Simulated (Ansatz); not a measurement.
Task: a ladder of methods at one geometry of C2H8AsGa, SMILES C=[CH][GaH2-][AsH3+], with the Ansatz DFT code, driven from Python. Give the script and its output. Level of theory (for the species named): CAM-B3LYP, def2-SVP basis, multiplicity 1. The script varies functional: cam_b3lyp, b3lyp, r2scan0, hse06, pbe0, r2scan.

```yaml
atoms:
  - { symbol: C, position_ang: [-2.3894, 0.8848, 0.2192] }
  - { symbol: C, position_ang: [-1.0633, 0.8134, 0.3216] }
  - { symbol: Ga, position_ang: [-0.0644, -0.7351, -0.3993] }
  - { symbol: As, position_ang: [2.3285, -0.4200, 0.0225] }
  - { symbol: H, position_ang: [-2.9524, 0.0924, -0.2636] }
  - { symbol: H, position_ang: [-2.9203, 1.7418, 0.6205] }
  - { symbol: H, position_ang: [-0.5115, 1.6121, 0.8066] }
  - { symbol: H, position_ang: [-0.3217, -0.8473, -1.9848] }
  - { symbol: H, position_ang: [-0.5667, -2.0815, 0.3267] }
  - { symbol: H, position_ang: [2.8461, -1.6012, 0.9068] }
  - { symbol: H, position_ang: [3.0849, -0.3983, -1.3458] }
  - { symbol: H, position_ang: [2.5300, 0.9389, 0.7695] }
```

The script, `methods_c2h8asga.py`:
```python
# -*- coding: utf-8 -*-
from pathlib import Path

import ansatz
from ase import Atoms
import numpy as np

atoms = Atoms(["C", "C", "Ga", "As", "H", "H", "H", "H", "H", "H", "H", "H"], positions=[
    (-2.3894, 0.8848, 0.2192),
    (-1.0633, 0.8134, 0.3216),
    (-0.0644, -0.7351, -0.3993),
    (2.3285, -0.42, 0.0225),
    (-2.9524, 0.0924, -0.2636),
    (-2.9203, 1.7418, 0.6205),
    (-0.5115, 1.6121, 0.8066),
    (-0.3217, -0.8473, -1.9848),
    (-0.5667, -2.0815, 0.3267),
    (2.8461, -1.6012, 0.9068),
    (3.0849, -0.3983, -1.3458),
    (2.53, 0.9389, 0.7695),
])
system = ansatz.Crystal.molecule_from_ase(atoms)

calculation = system.calculation().basis(gaussian="def2-SVP")

print("functional    E (Ha)        dipole (D)   HOMO (eV)  LUMO (eV)")
for name in ["cam_b3lyp", "b3lyp", "r2scan0", "hse06", "pbe0", "r2scan"]:
    data = calculation.functional(name).forces().orbitals().run(threads=1, runs_dir="runs").report
    lines = Path(data["orbitals_path"]).read_text().splitlines()
    field_of = lambda key: [line.split("=")[1].strip() for line in lines if line.startswith(key)]
    orbitals = [(27.211386 * float(e), s, float(n)) for e, s, n in zip(field_of("Ene="), field_of("Spin="), field_of("Occup="))]
    homo = max(e for e, _, n in orbitals if n > 0.5)
    lumo = min(e for e, _, n in orbitals if n < 0.5)
    dipole = 4.803205 * np.linalg.norm(data["charge_distribution"]["dipole_moment_e_ang"])
    print(f"{name:10s} {data['free_energy_ev'] / 27.211386246:14.6f} {dipole:9.3f} {homo:11.3f} {lumo:10.3f}")
```

`python methods_c2h8asga.py` gives:
```text
functional    E (Ha)        dipole (D)   HOMO (eV)  LUMO (eV)
cam_b3lyp    -4241.261053     6.558      -7.712     -0.233
b3lyp        -4241.175363     6.377      -6.210     -1.566
r2scan0      -4240.965321     6.534      -6.598     -1.070
hse06        -4240.446718     6.433      -6.045     -1.628
pbe0         -4240.450921     6.445      -6.442     -1.251
r2scan       -4241.014237     6.341      -5.571     -1.868
```

What to keep in mind:
- Total energies depend on the basis set; only differences at equal settings carry meaning.
- The geometry is a force-field or estimated start, not a minimum of this method, and the basis set is short of its limit. A lower total doesn't mark the better method: functionals have no common bound, and MP2 and coupled cluster aren't variational.
- b3lyp holds the VWN-RPA fit, as in Gaussian; the form of ORCA and Turbomole is b3lyp5.
- Levels such as HOMO and LUMO are orbital energies: with these approximate functionals they aren't the ionisation energy and electron affinity, and their gap isn't the fundamental gap.
- hse06 follows the composition of plane-wave codes, whose totals differ by tens of mHa, up to about 0.1 Ha, from the form usual in Gaussian-basis programs (wpbeh).
- Timing: 62 s on 1 thread of Arm Neoverse V1, with other jobs on the host, peak memory 0.47 GiB.

(A comment or docstring line of the script was reworded after the run, the code is as it ran; lines on the test bed's own set-up are left out of the output.)
